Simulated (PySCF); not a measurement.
# C4H11AsGe: magnetic properties

Aim: compute the magnetic properties of C4H11AsGe (`C[C@@H]1C[CH2][Ge@@H]1[AsH2]`).

Programs: PySCF 2.14.0, with routines of our own; each step states its level. All values are computed. Atoms count from 0.

## Step 1: The starting structure

17 atoms, charge 0, multiplicity 1; geometry from: GFN2-xTB.

## Step 2: Magnetic properties: GIAO BHandHLYP/pcSseg-1

The job: settings as JSON, then the geometry in Å.

```
{"job": {"kind": "mag", "xc": "BHandHLYP", "basis": "pcSseg-1", "isotopologues": 2}, "charge": 0, "multiplicity": 1}
C     -0.538837    -1.605017    -0.825052
C     -0.884037    -0.720423     0.360528
C     -1.503708     0.625132    -0.057517
C     -0.289865     1.563779    -0.087836
Ge     0.739539     0.258608     1.045341
As     2.922894    -0.555516     0.369963
H     -1.435969    -1.936569    -1.348403
H      0.087600    -1.064263    -1.537211
H      0.010601    -2.487133    -0.491034
H     -1.523245    -1.276352     1.048634
H     -2.205800     0.955922     0.708500
H     -2.038539     0.574710    -1.008314
H      0.126324     1.648562    -1.091879
H     -0.496030     2.567989     0.274594
H      0.627757     0.612271     2.542493
H      3.586252     0.633291     0.999392
H      2.808065     0.217040    -0.912107
```

With the program's defaults for keys left out, this is: GIAO BHandHLYP/pcSseg-1 magnetisability, rotational g tensor and spin-rotation constants, non-relativistic, gas phase.

The run is started by

```sh
OMP_NUM_THREADS=1 python excited_run.py task.json out
```

One launch serves the whole session: the jobs run in the order shown.

The program printed:

```text
coarse grid: 62664 points
cycle   1  E = -4471.2030443025  dE = -9.364e-01  |g| = 9.150e-01  |ddm| = 3.744e+00
cycle   2  E = -4471.2140149221  dE = -1.097e-02  |g| = 7.207e-01  |ddm| = 7.980e-01
cycle   3  E = -4471.2684001521  dE = -5.439e-02  |g| = 1.093e-01  |ddm| = 5.179e-01
cycle   4  E = -4471.2703761542  dE = -1.976e-03  |g| = 2.770e-02  |ddm| = 1.030e-01
cycle   5  E = -4471.2705416881  dE = -1.655e-04  |g| = 6.570e-03  |ddm| = 2.907e-02
cycle   6  E = -4471.2705514083  dE = -9.720e-06  |g| = 2.089e-03  |ddm| = 8.340e-03
final grid: 130040 points
cycle   7  E = -4471.2705401418  dE = -1.286e-07  |g| = 2.016e-03  |ddm| = 3.739e-03
cycle   8  E = -4471.2705400351  dE =  1.067e-07  |g| = 2.131e-03  |ddm| = 3.443e-03
cycle   9  E = -4471.2705408429  dE = -8.078e-07  |g| = 8.658e-05  |ddm| = 1.805e-03
cycle  10  E = -4471.2705408452  dE = -2.272e-09  |g| = 2.208e-05  |ddm| = 1.182e-04
cycle  11  E = -4471.2705408453  dE = -1.201e-10  |g| = 9.663e-06  |ddm| = 3.556e-05
converged SCF energy = -4471.2705408453

Magnetisability tensor (1e-30 J/T^2)
    -1767.75      -46.57      -59.86
      -46.57    -1767.89       45.30
      -59.86       45.30    -1631.70
isotropic -1722.44   principal values   -1815.23  -1762.79  -1589.31
isotropic susceptibility -103.728 1e-6 cm^3/mol

Inertial axes            a          b          c
rot. const./GHz      2.8623     0.9098     0.7917
chi total          -105.919   -102.733   -102.531
chi diamagnetic    -571.820  -1359.852  -1559.295
chi paramagnetic    465.901   1257.119   1456.764
quadrupole/D A       -0.996     -0.008      1.004
g nuclear            0.6153     0.5321     0.5370
g electronic        -0.6265    -0.5373    -0.5418
g total             -0.0112    -0.0052    -0.0048

Spin-rotation constants (kHz, H = +C I.J)
atom  isotope        aa         bb         cc
  5   75As        2.606      0.929      0.735
  6     1H       -0.081     -0.049     -0.088
  7     1H       -0.264     -0.092     -0.001
  8     1H       -0.153     -0.069     -0.051
  9     1H       -0.216     -0.103      0.008
 10     1H       -0.099     -0.062     -0.055
 11     1H       -0.213     -0.056     -0.040
 12     1H       -0.286     -0.091      0.011
 13     1H       -0.269      0.019     -0.087
 14     1H       -0.243     -0.020     -0.015
 15     1H       -0.256     -0.001     -0.090
 16     1H       -0.280     -0.102      0.005
  0    13C*       0.412      0.128      0.122
  1    13C*       0.418      0.176      0.133
  2    13C*       0.494      0.141      0.132
  3    13C*       0.324      0.160      0.139
  4   73Ge*      -0.793     -0.264     -0.236
* in the singly substituted isotopologue

Isotopologues: g along a, b, c
2H    at 6,7,8,9,10,11,    -0.0088    -0.0047    -0.0043
13C   at 0                 -0.0109    -0.0052    -0.0047
```

Run time: 48 s. Hardware: 1 thread of Arm Neoverse V1, shared host; peak memory 0.95 GiB.

From this job:

| quantity | value |
| --- | --- |
| magnetisability | -1722·10⁻³⁰ J/T² |
| molar susceptibility | -103.7·10⁻⁶ cm³/mol |
| rotational g (a, b, c) | -0.0112, -0.0052, -0.0048 |

## Step 3: Magnetic properties: GIAO PBE0/6-31G*

Settings changed since step 2:

```diff
@@ -1,2 +1,2 @@
-{"job": {"kind": "mag", "xc": "BHandHLYP", "basis": "pcSseg-1", "isotopologues": 2}, "charge": 0, "multiplicity": 1}
+{"job": {"kind": "mag", "xc": "PBE0", "basis": "6-31G*", "scf": {"conv": 0.001, "max_cycle": 81}}, "charge": 0, "multiplicity": 1}
 C     -0.538837    -1.605017    -0.825052
```

Method: GIAO PBE0/6-31G* magnetisability, rotational g tensor and spin-rotation constants, non-relativistic, gas phase.

The program printed:

```text
final grid: 130040 points
cycle   1  E = -4470.5323875406  dE = -8.626e-01  |g| = 5.772e-01  |ddm| = 3.710e+00
cycle   2  E = -4470.4774046207  dE =  5.498e-02  |g| = 7.460e-01  |ddm| = 1.243e+00
cycle   3  E = -4470.5988270927  dE = -1.214e-01  |g| = 7.380e-02  |ddm| = 7.950e-01
cycle   4  E = -4470.6003298180  dE = -1.503e-03  |g| = 2.396e-02  |ddm| = 1.176e-01
cycle   5  E = -4470.6004579565  dE = -1.281e-04  |g| = 7.312e-03  |ddm| = 2.844e-02
converged SCF energy = -4470.6004579565

Magnetisability tensor (1e-30 J/T^2)
    -1744.38      -44.16      -60.55
      -44.16    -1746.38       47.31
      -60.55       47.31    -1608.94
isotropic -1699.90   principal values   -1790.18  -1743.91  -1565.61
isotropic susceptibility -102.370 1e-6 cm^3/mol

Inertial axes            a          b          c
rot. const./GHz      2.8623     0.9098     0.7917
chi total          -104.578   -101.282   -101.251
chi diamagnetic    -568.176  -1355.812  -1555.468
chi paramagnetic    463.598   1254.530   1454.217
quadrupole/D A       -0.669     -0.352      1.021
g nuclear            0.6153     0.5321     0.5370
g electronic        -0.6234    -0.5362    -0.5409
g total             -0.0081    -0.0041    -0.0039

Spin-rotation constants (kHz, H = +C I.J)
atom  isotope        aa         bb         cc
  5   75As        2.367      0.841      0.660
  6     1H       -0.090     -0.051     -0.090
  7     1H       -0.267     -0.095     -0.001
  8     1H       -0.158     -0.072     -0.052
  9     1H       -0.220     -0.103      0.008
 10     1H       -0.104     -0.063     -0.056
 11     1H       -0.216     -0.057     -0.041
 12     1H       -0.293     -0.090      0.010
 13     1H       -0.279      0.017     -0.088
 14     1H       -0.239     -0.021     -0.015
 15     1H       -0.265     -0.002     -0.090
 16     1H       -0.287     -0.102      0.005
  0    13C*       0.370      0.113      0.110
  1    13C*       0.373      0.162      0.123
  2    13C*       0.445      0.127      0.119
  3    13C*       0.292      0.146      0.128
  4   73Ge*      -0.703     -0.233     -0.210
* in the singly substituted isotopologue
```

Wall time 28 s (1 thread of Arm Neoverse V1, shared host); peak memory 0.75 GiB.

The run ended normally, but its values are not to be used for the molecule: the SCF threshold of 0.001 Eh is far too loose.

## Step 4: What came out

| quantity | value |
| --- | --- |
| magnetisability (step 2, GIAO BHandHLYP/pcSseg-1) | -1722·10⁻³⁰ J/T² |
| molar susceptibility (step 2, GIAO BHandHLYP/pcSseg-1) | -103.7·10⁻⁶ cm³/mol |
| rotational g (a, b, c) (step 2, GIAO BHandHLYP/pcSseg-1) | -0.0112, -0.0052, -0.0048 |
| runs | 0 failed, 1 ended on unsound input |

Steps that list no spin-orbit terms leave them out, which matters at and beside the heavy atoms. Vibrational averaging and real surroundings are missing from these values.
